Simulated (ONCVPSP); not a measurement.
**An ONCV potential for Pt, from input to tests**

Do these settings give a usable potential? It is generated, then checked for transferability, scattering, ghosts and hardness.

Method: ONCVPSP 4.0.1, PBE, scalar-relativistic.

**1. The atom and the settings**

Typed settings, in words:

```json
{"element": "platinum (Pt, Z = 78)", "type": "optimised norm-conserving Vanderbilt (ONCV)", "frozen core": "[Kr] 4d10 4f14", "valence charge": "18", "reference configuration": "5s2 5p6 5d9 6s1", "partial waves": "5s+6s: rc 1.50 bohr, ncon 4, nbas 7, qcut 8.7 1/bohr, 2 projectors; 5p: rc 1.20 bohr, ncon 4, nbas 8, qcut 7.1 1/bohr, 2 projectors, debl 2.7 Ha; 5d: rc 2.00 bohr, ncon 4, nbas 9, qcut 6.2 1/bohr, 3 projectors, debl 1.9 Ha", "local potential": "polynomial inside 0.75 bohr (lpopt 5, dvloc0 0 Ha)", "core correction": "not asked for"}
```

The outer shells as boxes (Hund's rule for the drawing; the calculation is spin-unpolarised):

```
[Kr] core
4d [↑↓][↑↓][↑↓][↑↓][↑↓]
4f [↑↓][↑↓][↑↓][↑↓][↑↓][↑↓][↑↓]
5s [↑↓]
5p [↑↓][↑↓][↑↓]
5d [↑↓][↑↓][↑↓][↑↓][↑ ]
6s [↑ ]
```

The nodes and maxima of the atom's own shells, from an earlier all-electron run, set the scale for the radii.

All-electron outer shells of the reference configuration (PBE, scalar-relativistic, ld1.x):

| shell | level (eV) | outermost node (bohr) | outermost maximum (bohr) |
| --- | --- | --- | --- |
| 5s | -101.82 | 0.49 | 0.87 |
| 4f | -70.08 | – | 0.38 |
| 5p | -56.02 | 0.53 | 0.98 |
| 5d | -6.14 | 0.57 | 1.26 |
| 6s | -5.66 | 1.14 | 2.38 |
| 6p | -0.84 | 1.36 | 3.69 |

**2. The generation run**

Input file Pt.dat:

```
# ATOM AND REFERENCE CONFIGURATION
# atsym  z   nc   nv     iexc    psfile
  Pt 78.00   10    4        4      upf
#
#   n    l    f
    1    0    2.00
    2    0    2.00
    2    1    6.00
    3    0    2.00
    3    1    6.00
    3    2   10.00
    4    0    2.00
    4    1    6.00
    4    2   10.00
    4    3   14.00
    5    0    2.00
    5    1    6.00
    5    2    9.00
    6    0    1.00
#
# PSEUDOPOTENTIAL AND OPTIMIZATION
# lmax
    2
#
#   l,   rc,      ep,       ncon, nbas, qcut
    0    1.50    0.00    4    7    8.70
    1    1.20    0.00    4    8    7.10
    2    2.00    0.00    4    9    6.20
#
# LOCAL POTENTIAL
# lloc, lpopt,  rc(5),   dvloc0
    4    5    0.75    0.00
#
# VANDERBILT-KLEINMAN-BYLANDER PROJECTORs
# l, nproj, debl
    0    2    2.40
    1    2    2.70
    2    3    1.90
#
# MODEL CORE CHARGE
# icmod, fcfact, rcfact
    0    0.00    0.00
#
# LOG DERIVATIVE ANALYSIS
# epsh1, epsh2, depsh
   -5.00    5.00    0.04
#
# OUTPUT GRID
# rlmax, drl
    6.00    0.01
#
# TEST CONFIGURATIONS
# ncnf
    4
# nvcnf
#   n    l    f
    4
    5    0    2.00
    5    1    6.00
    5    2    9.00
    6    0    0.00
#
    4
    5    0    2.00
    5    1    6.00
    5    2    8.00
    6    0    0.00
#
    4
    5    0    2.00
    5    1    6.00
    5    2    7.00
    6    0    0.00
#
    4
    5    0    2.00
    5    1    5.00
    5    2    9.00
    6    0    1.00
#
```

Started as:

```bash
$ oncvpsp.x < Pt.dat > Pt.out
```

Q: Predict the outcome of this session. Wanted: cutoffs for 1 and 0.1 mHa per electron, occupied waves; bound ghosts; GHOST(+) flags; largest test error; largest phase difference near zero energy, channels read.

**Answer**, as computed:

| quantity | value |
| --- | --- |
| cutoffs for 1 and 0.1 mHa per electron, occupied waves | 109 Ha and 143 Ha |
| bound ghosts | s at -382.55 eV, d at -1101.52 eV |
| GHOST(+) flags | p at 125 eV |
| largest test error (AE − PS) | -127 meV, for 5s2 5p5 5d9 6s1 |
| largest phase difference near zero energy, channels read | 0.000 rad |

In words: It has a bound ghost (s, d), a state that the atom doesn't have, and that rules the file out. The worst unpolarised test, 5s2 5p5 5d9 6s1, is off by 127 meV on 62.2 eV; by total energies transferability rates as fair for so large an energy. That test lies far up in energy; among those under 40 eV, nearer to bonding, the largest error is 5.1 meV. It counts as very hard, with 109 Ha needed at the looser tolerance. At the looser tolerance the 5p wave is the slowest; 5s needs 27 Ha. Near zero energy the phases of the channels with partial waves agree within 0.001 rad. The program also flags highly localised states, GHOST(+) (p). Note that the frozen 4f shell (-70 eV) lies higher than the valence 5s shell (-102 eV). These are tests on the free atom; a crystal test is still owed.
